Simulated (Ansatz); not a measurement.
# CH₃Se+ (SMILES [CH2+][SeH]): functionals against CCSD(T) at one geometry

One table from this session's results is given with a row withheld; the runs are named, their logs left out.

Computed with Ansatz 0.2.0, Gaussian basis. Level: single points in def2-TZVPP.

Correlated methods freeze the cores. Filled d shells of the heavier atoms are correlated.

## The starting structure

SMILES `[CH2+][SeH]`, 5 atoms, charge 1, spin multiplicity 1.

Atoms are counted from 1 here; the program's logs count them from 0.

Bond lengths: C1–Se2 1.713 Å, C1–H3 0.994 Å, C1–H4 1.073 Å, Se2–H5 1.279 Å. Angles: Se2–C1–H3 123.1°, Se2–C1–H4 116.1°, H3–C1–H4 120.7°, C1–Se2–H5 103.6°.

Coordinates:

```xyz
5

C    -0.5046   -0.2199   -0.2452
Se    0.9411    0.6989   -0.2662
H    -0.7576   -0.8177    0.5077
H    -1.1620   -0.0839   -1.0820
H     1.5256    0.3635    0.8211
```

Set-up of the first run:

The input, run/in.yaml:

```yaml
crystal:
  periodic: [false, false, false]
  atoms:
    - {symbol: C, position_ang: [-0.504600, -0.219900, -0.245200]}
    - {symbol: Se, position_ang: [0.941100, 0.698900, -0.266200]}
    - {symbol: H, position_ang: [-0.757600, -0.817700, 0.507700]}
    - {symbol: H, position_ang: [-1.162000, -0.083900, -1.082000]}
    - {symbol: H, position_ang: [1.525600, 0.363500, 0.821100]}
basis:
  gaussian: {orbitals: def2-TZVPP}
total_charge: 1
correlation: {method: ccsd_t}
output: {forces: true}
```

The command line of these runs was not kept.

Among the steps run: CCSD(T)/def2-TZVPP; PBE0-D4/def2-TZVPP; wB97M-V/def2-TZVPP; r2SCAN-D4/def2-TZVPP; PBE-D4/def2-TZVPP; B97M-V/def2-TZVPP; CAM-B3LYP-D4/def2-TZVPP.

One table of the session follows, with a row left open; its other results are not shown here.

```
      method  RMS force component (eV/Å)  angle to CCSD(T) forces (°)
     CCSD(T)                       2.848                    reference
     PBE0-D4                       2.943                          3.7
     wB97M-V                           ?                            ?
   r2SCAN-D4                       2.915                          2.2
      PBE-D4                       3.027                          1.9
      B97M-V                       2.827                          3.4
CAM-B3LYP-D4                       2.892                          4.4
```

Estimate the missing values for wB97M-V.

**Answer.** RMS force component (eV/Å): 2.881; angle to CCSD(T) forces (°): 4.1. In the column «RMS force component (eV/Å)» it lies between CCSD(T) (2.848) and CAM-B3LYP-D4 (2.892).
